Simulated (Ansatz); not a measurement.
# Sr2IN: the cost of one run

Method: DFT PBE, plane waves, PAW, scalar-relativistic, no spin polarisation, in Ansatz 0.2.0.

## (1) Starting point

The cell holds 8 atoms (I2N2Sr4): a = 6.397 Å, b = 5.469 Å, c = 7.275 Å, α = 103.34°, β = 97.59°, γ = 88.46°.

Coordinates:

```xyz
8
Lattice="6.3257 -0.8385 0.4571 0.9201 5.3077 -0.9441 -1.5131 -0.2024 7.1126" Properties=species:S:1:pos:R:3 pbc="T T T"
I    -0.2964    0.1777    3.2431
I     1.3432    1.5071    0.8938
Sr    6.0715    3.2461   -0.0304
Sr    1.4631    3.2746    5.2214
Sr    3.2923    0.1684    5.3774
Sr    3.8581    2.4317    2.6695
N     5.2588    0.7323    0.9949
N    -0.1559    0.6636    5.6409
```

## (2) The run

input.yaml reads:

```yaml
crystal:
  lattice:
    - [6.325735, -0.838452, 0.457083]
    - [0.920058, 5.30774, -0.944115]
    - [-1.513056, -0.202397, 7.112641]
  atoms:
    - { symbol: I, position: [0.054585, 0.059659, 0.460381] }
    - { symbol: I, position: [0.202679, 0.321883, 0.155365] }
    - { symbol: Sr, position: [0.8604, 0.749011, 0.039861] }
    - { symbol: Sr, position: [0.322495, 0.698639, 0.80611] }
    - { symbol: Sr, position: [0.672102, 0.165925, 0.734868] }
    - { symbol: Sr, position: [0.624972, 0.57255, 0.411155] }
    - { symbol: "N", position: [0.821192, 0.272398, 0.123268] }
    - { symbol: "N", position: [0.142586, 0.178339, 0.807585] }
kpoints:
  mp_grid: { grid: [3, 3, 2] }
magnetization:
  spin_polarized: false
scf:
  occupations: { method: cold, width: 0.15 }
hamiltonian:
  pseudopotentials: { kind: paw }
  xc: pbe
basis:
  ecutwfc: 420
md:
  timestep: 1.0
  n_steps: 60
  ensemble: nvt_langevin
  temperature: 100.0
  initial_velocities: maxwell_boltzmann
  seed: 782772
```

Launch:

```console
$ ansatz run input.yaml --threads 2 --pin off --max-ram 2560MiB --backend cpu --events-out ev --progress --plain --runs-dir out
```

Q: Estimate wall time and peak memory on 2 threads of an Arm CPU, shared host.

About 7.3 min, with a peak of 0.7 GiB.
